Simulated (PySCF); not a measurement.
# ClH6NSi2: the cost of one run

Computed with PySCF 2.14.0, with density-fitted response routines of our own, on a single molecule in the gas phase. Atoms count from 0, in the outputs and in this text.

## 1. Starting geometry

10 atoms, charge 0, multiplicity 1; geometry from: GFN2-xTB. The atoms were then displaced at random by about 0.01 Å, so the start is not that level's minimum.

Bonds of the start (Å): N0–Si1 1.72, Si1–Si2 2.29, Si2–Cl3 2.07, N0–H4 1.03, N0–H5 0.98, Si1–H6 1.46, Si1–H7 1.48, Si2–H8 1.46, Si2–H9 1.46.

## 2. Optimising the geometry at PBE0-D3(BJ)/def2-SVP

The job: settings as JSON, then the geometry in Å.

```
{"job": {"xc": "PBE0", "basis": "def2-SVP", "d3": "d3bj", "grid": 1, "shake": 0.01, "kind": "geom"}, "charge": 0, "multiplicity": 1}
N     -1.655220    -0.518240     0.320640
Si    -0.557430     0.679740    -0.254670
Si     1.497310    -0.338820    -0.235310
Cl     2.674330     0.341370     1.325180
H     -2.664980    -0.312630     0.224580
H     -1.499380    -0.972080     1.178840
H     -1.020920     0.981810    -1.605160
H     -0.559840     1.963640     0.488910
H      1.519770    -1.788910    -0.053560
H      2.316800    -0.056810    -1.410500
```

The run is started by

```bash
$ OMP_NUM_THREADS=1 python probes_run.py task.json out
```

One launch serves the whole session: the jobs run in the order shown.

**Question.** How long does this first job take on 1 thread of Arm Neoverse N1, shared host, and how much memory does it need?

About 92 s, with a peak of 0.42 GiB.
